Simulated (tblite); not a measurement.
# C5H8BFO: the cost of one run

Computed with tblite 0.8.0 and PySCF 2.14.0, with density-fitted response routines of our own, on a single molecule in the gas phase. Atoms count from 0, in the outputs and in this text.

## Step 1: The molecule as given

16 atoms, charge 0, multiplicity 1; geometry from: force field or distance geometry start.

Bonds of the start (Å): B0–O1 1.44, O1–C2 1.41, C2–C3 1.48, C3–F4 1.40, C2–C5 1.49, C5–C6 1.48, C6–C7 1.21, B0–H8 1.20, B0–H9 1.19, C2–H10 1.14, C3–H11 1.13, C3–H12 1.10, C5–H13 1.10, C5–H14 1.13, C7–H15 1.05.

## Step 2: Geometry optimisation with GFN2-xTB

The job: settings as JSON, then the geometry in Å.

```
{"job": {"kind": "relax", "xc": "GFN2-xTB", "basis": "xTB"}, "charge": 0, "multiplicity": 1}
B     -1.386100     1.334600    -1.225000
O     -0.175800     0.656400    -0.831100
C     -0.502400    -0.156500     0.272600
C     -0.297300    -1.584500    -0.047800
F     -0.619100    -2.438400     1.013800
C      0.239900     0.387200     1.441800
C      1.690000     0.326400     1.170200
C      2.879100     0.293600     0.946900
H     -1.486600     2.502700    -0.982000
H     -2.407300     0.725300    -1.156100
H     -1.612700    -0.023200     0.490400
H     -0.951300    -1.846600    -0.925700
H      0.737700    -1.805900    -0.352700
H      0.018100    -0.097500     2.400600
H     -0.050600     1.477700     1.542900
H      3.916800     0.257700     0.764700
```

The run is started by

```console
$ OMP_NUM_THREADS=1 python probes_run.py task.json out
```

The driver reads the jobs from task.json and runs them one after another.

**Question.** How long does this first job take on 1 thread of Intel Xeon at 2.50GHz, shared host, and how much memory does it need?

About 2.1 s, with a peak of 0.18 GiB.
